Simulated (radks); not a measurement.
# Valence configurations of Ir⁺

One table from this session's results is given with a row withheld; the runs are named, their logs left out.

Program: radks (a radial shooting solver on a logarithmic mesh, Libxc functionals) version 1. Level of theory: scalar-relativistic Kohn-Sham, PBE, spin-polarised, spherical densities, finite nucleus; open shells are filled with parallel spins first. These are calculated values, not measurements, unless marked.

### The system

- element: iridium (Z = 77)
- charge: +1
- electrons: 76
- configuration: [Xe] 4f14 5d7 6s1
- nuclear rms radius: 5.4032 fm
- others tried: 4f14 5d6 6s2; 4f14 5d7 6p1; 4f13.5 5d7 6s1.5; 4f13 5d7 6s1 6p1; 4f14 5d7 6s0.5 6p0.5; 4f13 5d7 6s2; 4f13 5d7 6s0.5 6p1.5; 4f14 5d6.5 6s1.5; 4f14 5d8

Outer shells as boxes (Hund's rule):

Ir⁺
```
[Xe] core
4f [↑↓][↑↓][↑↓][↑↓][↑↓][↑↓][↑↓]
5d [↑↓][↑↓][↑ ][↑ ][↑ ]
6s [↑ ]
```

Set-up of the first run:

The run's settings:

```text
Z 77
configuration [Xe] 4f14 5d7 6s1
relativity scalar-relativistic
functional pbe,pbe
spin polarised
nucleus finite rms 5.4032 fm
c 137.035999084
```

Steps of the session up to this table: [Xe] 4f14 5d7 6s1.

One of the session's tables, all rows but one given; the rest of the session is left out.

It belongs to the step «[Xe] 4f14 5d7 6s1». Sizes of the orbitals, from the radial functions (bohr):

| level | <r> | outermost maximum (interpolated) | 90 % within | nodes |
| --- | --- | --- | --- | --- |
| 4f up | 0.5361 | 0.395 | 0.871 | 0 |
| 4f down | ? | ? | ? | ? |
| 5p up | 1.137 | 1.01 | 1.65 | 3 |
| 5p down | 1.130 | 1.00 | 1.64 | 3 |
| 5d up | 1.666 | 1.30 | 2.59 | 2 |
| 6s up | 2.666 | 2.31 | 3.89 | 5 |
| 5d down | 1.675 | 1.29 | 2.63 | 2 |
| 6s down | 2.754 | 2.35 | 4.05 | 5 |

Estimate the missing values for 4f down.

As computed: <r>: 0.5343; outermost maximum (interpolated): 0.395; 90 % within: 0.867; nodes: 0. In the column «<r>» it is the lowest.
